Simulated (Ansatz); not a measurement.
**Ta3N under changes of volume**

One of the cells (14.978 Å³/atom); the others are scaled copies at fixed shape and fractional positions:

```xyz
4
Lattice="3.0322 0.0000 0.0000 -1.5161 2.6260 0.0000 0.0000 0.0000 7.5241" Properties=species:S:1:pos:R:3 pbc="T T T"
Ta    1.5161    0.8753    6.2155
Ta    0.0000    1.7507    1.3087
Ta    0.0000    0.0000    3.7621
N     0.0000    0.0000    0.0000
```

The cell comes from a database or a generator and needn't be the stable form of this composition.

- Program: Ansatz 0.2.0
- Functional: PBEsol
- Potentials or basis: all-electron LAPW, scalar-relativistic
- Cutoff: 364 eV (chosen from the basis error)
- Basis error allowed: 0.001 eV/atom
- k mesh: 10 × 10 × 4
- Occupations: fermi-dirac, width 0.05 eV
- Spin: no spin polarisation

```tsv
volume (Å³/atom)	energy over the lowest point (meV/atom)	pressure (GPa)	largest force (eV/Å)
14.079	?	?	?
14.379	0.00	2.2	0.137
14.678	1.08	-3.2	0.273
14.978	11.70	-8.0	0.395
15.277	30.91	-12.4	0.505
15.577	57.87	-16.3	0.605
15.877	91.81	-19.9	0.694
```

Problem. What does the run at 14.079 Å³/atom give?

Solution. Energy over the lowest point 9.51 meV/atom; pressure 8.1 GPa; largest force 0.014 eV/Å.

Worked out: A Birch-Murnaghan fit of order 3 (a polynomial in V^(-2/3)) to the other rows has its minimum at 14.50 Å³/atom with B0 = V·E''(V) = 264 GPa and B' = 4.2 at fixed shape and positions, which overstates the stiffness. It gives 9.59 meV/atom at 14.079 Å³/atom, against the run's 9.51, and -dE/dV = 8.2 GPa, against 8.1.

Energies are extrapolated to zero smearing.
